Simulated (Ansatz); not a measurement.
This script drives the Python package of Ansatz (0.2.0).

`torsion.py`:
```python
"""Energy of CH7ISi2 as one group turns about a bond."""

import ansatz as az
from ase import Atoms


def main() -> None:
    atoms = Atoms(["C", "Si", "Si", "I", "H", "H", "H", "H", "H", "H", "H"], positions=[
        [-0.714, 1.4482, -0.1648],
        [-0.2686, -0.1883, -0.7671],
        [1.0837, -1.1705, 0.7771],
        [-2.2158, -1.5303, -1.0917],
        [-1.2932, 1.4389, 0.761],
        [-1.4214, 2.0023, -0.8998],
        [0.1371, 2.1414, -0.0335],
        [0.4651, -0.0566, -2.0863],
        [0.4285, -1.2675, 2.1452],
        [2.3407, -0.3444, 1.0083],
        [1.5233, -2.5302, 0.3722],
    ])

    # relax first, so that the scan starts from a minimum
    first = (
        az.Crystal.molecule_from_ase(atoms).calculation()
        .basis(gaussian="def2-SVP")
        .functional("pbe0")
        .relax(force_tolerance=0.02, max_steps=80)
    )
    atoms.positions = first.run(threads=1).report["positions_ang"]

    start = atoms.get_dihedral(0, 1, 2, 8)
    energies = {}
    for turn in range(0, 121, 20):
        turned = atoms.copy()
        turned.set_dihedral(0, 1, 2, 8, start + turn, indices=[2, 8, 9, 10])
        base = (
            az.Crystal.molecule_from_ase(turned).calculation()
            .basis(gaussian="def2-SVP")
            .correlation("mp2")
        )
        energies[round((start + turn) % 360)] = base.run(threads=1).report["free_energy_ev"]
    floor = min(energies.values())
    print("dihedral C0-Si1-Si2-H8 (deg)   E - E(min) (kcal/mol)")
    for angle, e in sorted(energies.items()):
        print(f"{angle:8d} {23.060548 * (e - floor):14.3f}  " + "#" * int(30 * (e - floor) / max(max(energies.values()) - floor, 1e-9)))


if __name__ == "__main__":
    main()
```

It is started by `python torsion.py`. Estimate its wall time and peak memory on 1 thread of Arm Neoverse V1, with other jobs on the host.

It took about 68 s, with a peak of 0.35 GiB, for 8 runs of the engine.

```console
$ python torsion.py
dihedral C0-Si1-Si2-H8 (deg)   E - E(min) (kcal/mol)
      58          0.000
      78          0.367  ######
      98          1.178  #####################
     118          1.631  ##############################
     138          1.266  #######################
     158          0.461  ########
     178          0.028
```

Notes:
- The scan is rigid and the energies are electronic, in a modest basis. With rigid groups the curve can differ much from the relaxed path, the start wasn't checked as a minimum of this torsion, and equivalent turns needn't return to the same energy.
- def2 sets replace the cores of elements past krypton by effective core potentials.
- The start is relaxed with a density functional and scanned with the wavefunction method, so it isn't exactly that method's minimum.
